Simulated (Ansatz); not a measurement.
# C2H6AlFO: ladder of methods at one geometry from a Python script

How do the methods compare on C2H6AlFO, in result and in cost? A script is to give a ladder of methods at one geometry; the system is C2H6AlFO.

Computed with the Python package of Ansatz 0.2.0. The levels of theory stand in the script.

## 1. The system

Bond lengths: C1–C2 1.492 Å, C2–F3 1.361 Å, C2–O4 1.418 Å, O4–Al5 1.820 Å, C1–H6 1.131 Å, C1–H7 1.075 Å, C1–H8 1.166 Å, C2–H9 1.090 Å, Al5–H10 1.558 Å, Al5–H11 1.594 Å. Angles (14 of 16 angles, heavy atoms first): C1–C2–F3 107.7°, C1–C2–O4 109.9°, F3–C2–O4 108.1°, C2–O4–Al5 113.4°, C1–C2–H9 109.3°, F3–C2–H9 107.6°, O4–C2–H9 113.9°, C2–C1–H6 110.2°, C2–C1–H7 113.6°, C2–C1–H8 106.9°, O4–Al5–H10 121.5°, O4–Al5–H11 116.5°, H6–C1–H7 112.2°, H6–C1–H8 104.6°.

The script holds or builds the structure itself.

## 2. Script

Contents of run_methods.py:

```python
"""C2H6AlFO at several levels of theory."""

from pathlib import Path

import ansatz
import numpy as np

system = (
    ansatz.Crystal.molecule()
    .atom("C", [-1.2816, 0.2566, 1.1775])
    .atom("C", [-0.1389, 0.3694, 0.225])
    .atom("F", [0.8835, 0.9884, 0.8754])
    .atom("O", [0.2997, -0.9232, -0.1577])
    .atom("Al", [1.4932, -0.9053, -1.5315])
    .atom("H", [-2.1896, -0.1629, 0.65])
    .atom("H", [-1.044, -0.2882, 2.0732])
    .atom("H", [-1.5873, 1.3426, 1.4712])
    .atom("H", [-0.4293, 1.0034, -0.6132])
    .atom("H", [1.0233, -0.8741, -3.0162])
    .atom("H", [3.0364, -0.8637, -1.1331])
)

base = system.calculation().basis(gaussian="cc-pVDZ")

print("functional    E (Ha)        dipole (D)   HOMO (eV)  LUMO (eV)")
for name in ["lc_wpbe", "r2scan0", "lda", "pbe0", "hf", "revpbe"]:
    r = base.functional(name).forces().orbitals().run(runs_dir="runs").report
    lines = Path(r["orbitals_path"]).read_text().splitlines()
    field_of = lambda key: [line.split("=")[1].strip() for line in lines if line.startswith(key)]
    orbitals = [(27.211386 * float(e), s, float(n)) for e, s, n in zip(field_of("Ene="), field_of("Spin="), field_of("Occup="))]
    homo = max(e for e, _, n in orbitals if n > 0.5)
    lumo = min(e for e, _, n in orbitals if n < 0.5)
    dipole = 4.803205 * np.linalg.norm(r["charge_distribution"]["dipole_moment_e_ang"])
    print(f"{name:10s} {r['free_energy_ev'] / 27.211386246:14.6f} {dipole:9.3f} {homo:11.3f} {lumo:10.3f}")
```

## 3. The run

On the command line:

```
$ python run_methods.py
```

Output:

```text
functional    E (Ha)        dipole (D)   HOMO (eV)  LUMO (eV)
lc_wpbe       -497.109807     1.637     -10.797      0.569
r2scan0       -497.153012     1.667      -8.301     -1.308
lda           -494.341963     1.471      -6.569     -2.529
pbe0          -496.954325     1.605      -8.039     -1.513
hf            -495.481935     1.926     -11.652      1.208
revpbe        -497.201328     1.422      -6.413     -2.174
```

Wall time 28 s (1 thread of Arm Neoverse V1, shared host); peak memory 0.29 GiB.

Lines on the test bed's own set-up are left out of the output.

## 4. The engine's runs

One row for each of the 6 runs:

| run | functional | energy (eV) | SCF cycles | CPU time (s) |
| --- | --- | --- | --- | --- |
| 1 | lc_wpbe | -13527.0470 | 17 | 4.9 |
| 2 | r2scan0 | -13528.2226 | 17 | 9.1 |
| 3 | lda | -13451.7301 | 19 | 2.5 |
| 4 | pbe0 | -13522.8161 | 17 | 5.1 |
| 5 | hf | -13482.7503 | 11 | 2 |
| 6 | revpbe | -13529.5374 | 20 | 4.1 |

Totals hang on method, basis and potentials, so only like runs compare.

The fields below are those of run 1.

## 5. Pictures from the orbitals

Orbitals, density, ELF and potential are computed afterwards from the orbital file.

Frontier orbitals at LC-ωPBE/cc-pVDZ, with the share of their density that lies nearest to each atom:

| orbital | energy (eV) | lies on |
| --- | --- | --- |
| HOMO | -10.80 | O4 51 %; H10, H11 about 18 % each |
| LUMO | 0.57 | Al5 47 %; H10, H11 about 18 % each; O4 6 % |

ELF in a plane through or near 4 of the atoms.

Values, 10 rows by 14 columns:
```
0.00 0.00 0.00 0.00 0.00 0.00 0.00 0.00 0.00 0.00 0.00 0.00 0.00 0.00
0.00 0.00 0.01 0.06 0.02 0.00 0.00 0.00 0.00 0.00 0.00 0.00 0.00 0.00
0.00 0.02 0.95 1.00 0.95 0.01 0.05 0.26 0.06 0.00 0.00 0.00 0.00 0.00
0.00 0.33 1.00 1.00 0.99 0.03 0.08 0.40 0.10 0.16 0.07 0.00 0.00 0.00
0.00 0.19 0.98 0.98 0.25 0.35 0.45 0.32 0.45 0.73 0.35 0.04 0.00 0.00
0.00 0.01 0.12 0.15 0.42 0.29 0.72 0.63 0.85 0.26 0.37 0.05 0.00 0.00
0.00 0.05 0.96 1.00 0.66 0.22 0.40 0.11 0.39 0.99 0.67 0.02 0.00 0.00
0.00 0.06 0.99 1.00 0.99 0.11 0.01 0.00 0.30 0.98 0.68 0.00 0.00 0.00
0.00 0.00 0.47 0.93 0.78 0.05 0.00 0.00 0.01 0.14 0.02 0.00 0.00 0.00
0.00 0.00 0.00 0.00 0.00 0.00 0.00 0.00 0.00 0.00 0.00 0.00 0.00 0.00
```
The map spans 11.4 Å across and 8.1 Å up, centred on the molecule. Atoms in the plane (x, y in Å): C1 (1.7, -0.1), Al5 (-2.3, -0.1), H6 (1.9, -1.2), H11 (-3.1, 1.3).

On the surface of density 0.002 e/bohr³ the electrostatic potential runs, from the 1st to the 99th percentile, from -1.35 V near O4 to 3.73 V near Al5.

## 6. Outcome

| quantity | value |
| --- | --- |
| runs compared | 6 |
| HOMO-LUMO gap of the mean field (LC-ωPBE/cc-pVDZ) | 11.37 eV |

In CPU time, run 2 (r2scan0) cost about 4.5 times as much as run 5 (hf). Caveats:
- The geometry is a force-field or estimated start, not a minimum of this method, and the basis set is short of its limit. A lower total doesn't mark the better method: functionals have no common bound, and MP2 and coupled cluster aren't variational.
- Levels such as HOMO and LUMO are orbital energies: with these approximate functionals they aren't the ionisation energy and electron affinity, and their gap isn't the fundamental gap.
- For Al to Cl the sets with a tight d function, cc-pV(X+d)Z, are usual.
